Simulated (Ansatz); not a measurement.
# In3Cu: the cost of one run

Program: Ansatz 0.2.0 through its Python package. The levels of theory stand in the script. These are calculated values, not measurements.

### 1 The structure

Symmetry: Pm-3m, No. 221, cubic system. Conventional cell: a = 4.483 Å, b = 4.483 Å, c = 4.483 Å, α = 90.00°, β = 90.00°, γ = 90.00°. In (site symmetry 4/mmm) has 8 In at 3.17 Å and 4 Cu at 3.17 Å as nearest neighbours. Cu (site symmetry m-3m) is surrounded by 12 In at 3.17 Å.

The script holds or builds the structure itself.

### 2 The script

run_xc.py reads:

```python
"""Functional comparison for In3Cu (totals differ with the potentials too)."""

import ansatz
import numpy as np
from tabulate import tabulate


def main() -> None:
    vectors = np.array([
        [4.48277, 0.0, 0.0],
        [0.0, 4.48277, 0.0],
        [0.0, 0.0, 4.48277],
    ])
    crystal = (
        ansatz.Lattice.of(vectors)
        .atom("In", (0.0, 0.5, 0.5))
        .atom("In", (0.5, 0.0, 0.5))
        .atom("In", (0.5, 0.5, 0.0))
        .atom("Cu", (0.0, 0.0, 0.0))
    )

    model = (
        crystal.calculation()
        .basis(420)
        .kpoints(5)  # sampling of the Brillouin zone
        .occupations("gaussian", width=0.05)
        .forces()  # minus the gradient of the free energy
        .stress()  # positive in compression
    )

    rows = []
    for value in ["lda", "pbesol", "revpbe"]:
        data = model.functional(value).run(threads=1, backend="cpu").report
        rows.append((value, data["free_energy_ev"] / len(data["lattice"]["sites"]), data["n_iterations"], sum(data["stress_gpa"][i][i] for i in range(3)) / 3, max(abs(f) for row in data["forces_ev_ang"] for f in row), data["n_kpoints"]))

    print(tabulate(rows, headers=["functional", "F/atom (eV)", "iterations", "P (GPa)", "max component (eV/A)", "k-points"], floatfmt=".4f", tablefmt="github"))


if __name__ == "__main__":
    main()
```

### 3 What the engine is handed

The engine receives this input (first run):

```yaml
crystal:
  lattice:
    - [4.48277, 0.0, 0.0]
    - [0.0, 4.48277, 0.0]
    - [0.0, 0.0, 4.48277]
  atoms:
    - { symbol: In, position: [0.0, 0.5, 0.5] }
    - { symbol: In, position: [0.5, 0.0, 0.5] }
    - { symbol: In, position: [0.5, 0.5, 0.0] }
    - { symbol: Cu, position: [0.0, 0.0, 0.0] }
basis:
  ecutwfc: 420.0
kpoints:
  mp_grid:
    grid: [5, 5, 5]
hamiltonian:
  xc: lda
scf:
  occupations:
    method: gaussian
    width: 0.05
output:
  forces: true
  stress: true
```

### 4 Running it

Started as:

```sh
$ python run_xc.py
```

Q: Estimate wall time and peak memory on 1 thread of Arm Neoverse V2, shared host.

About 6.8 s, with a peak of 0.42 GiB.
